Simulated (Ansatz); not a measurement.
What does this script print? It uses Ansatz's Python interface.

`c2h3fse.xyz`
```text
7

C     0.25160   -0.11010    1.03610
C    -0.31900    0.38950   -0.11530
F    -1.59490    0.93280   -0.14020
Se    0.76350    0.30700   -1.75270
H    -0.36530   -0.01660    1.92810
H     1.19800   -0.48190    1.04240
H     0.12720   -1.08870   -2.04410
```

Script `run_disp.py`:
```python
# -*- coding: utf-8 -*-
"""Dispersion corrections for C2H3FSe."""

import warnings

import ansatz as az

config = {
    "basis": "def2-SVP",
}


def main():
    warnings.simplefilter("ignore", az.DeckWarning)

    system = az.Crystal.molecule_from_extxyz("c2h3fse.xyz")

    model = system.calculation().basis(gaussian=config["basis"])
    for name in ["pbe0", "pbe"]:
        for correction in ("d3bj", "d4"):
            report = model.functional(name, dispersion=correction).run(threads=1).report
            print(f"{name:8s} {correction:5s} total {report['free_energy_ev']:.5f} eV, of which dispersion {1000 * report['dispersion']['energy']['ev']:.2f} meV")


if __name__ == "__main__":
    main()
```

Running `python run_disp.py` prints:
```text
pbe0     d3bj  total -70163.36481 eV, of which dispersion -117.94 meV
pbe0     d4    total -70163.35868 eV, of which dispersion -111.81 meV
pbe      d3bj  total -70161.26798 eV, of which dispersion -134.89 meV
pbe      d4    total -70161.26683 eV, of which dispersion -133.75 meV
```

Notes:
- Total energies depend on the basis set; only differences at equal settings carry meaning.
- The geometry is a force-field or estimated start, not a minimum of this method, and the basis set is short of its limit. D4 holds the three-body term, and d3bj doesn't.
- Run time: 8 s on 1 thread of Arm Neoverse V2, with other jobs on the host, peak memory 0.23 GiB.
